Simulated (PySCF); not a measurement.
# GeH3Cl: geometry, core binding energies

Wanted: the core binding energies of GeH3Cl (`[Cl][GeH3]`), by calculation.

Computed with PySCF 2.14.0, with density-fitted response routines of our own, on a single molecule in the gas phase. Atoms count from 0, in the outputs and in this text.

### 1 The starting structure

5 atoms, charge 0, multiplicity 1; geometry from: GFN2-xTB.

Bonds of the start (Å): Cl0–Ge1 2.09, Ge1–H2 1.50, Ge1–H3 1.50, Ge1–H4 1.50.

### 2 Geometry optimisation at PBE0-D3(BJ)/def2-TZVP

The job: settings as JSON, then the geometry in Å.

```
{"job": {"xc": "PBE0", "basis": "def2-TZVP", "d3": "d3bj", "grid": 2, "kind": "geom"}, "charge": 0, "multiplicity": 1}
Cl     1.433280    -0.006610    -0.004630
Ge    -0.652160     0.003010     0.002090
H     -1.133730     1.395640    -0.275130
H     -1.133510    -0.449850     1.349690
H     -1.147010    -0.931310    -1.061070
```

**Question.** This job is followed by: delta-SCF UKS SCAN, pcX-2 on the ionised atom (unc-x2c-TZVPall on a metal), pcseg-1 elsewhere, spin-free X2C. What will the session give for the following? point group; rotational constants (main isotopes); Cl1s binding energies, SCAN/pcX-2; Cl2p binding energies, SCAN/pcX-2.

As calculated:

```
                            quantity                  value
                         point group                    C3v
rotational constants (main isotopes)  77.98, 4.31, 4.31 GHz
   Cl1s binding energies, SCAN/pcX-2         Cl0 2828.35 eV
   Cl2p binding energies, SCAN/pcX-2          Cl0 206.30 eV
```

In words: Relaxing lowered the energy by 0.078 eV in 4 steps; the close pair that moved most is Cl0–Ge1, from 2.085 to 2.155 Å.
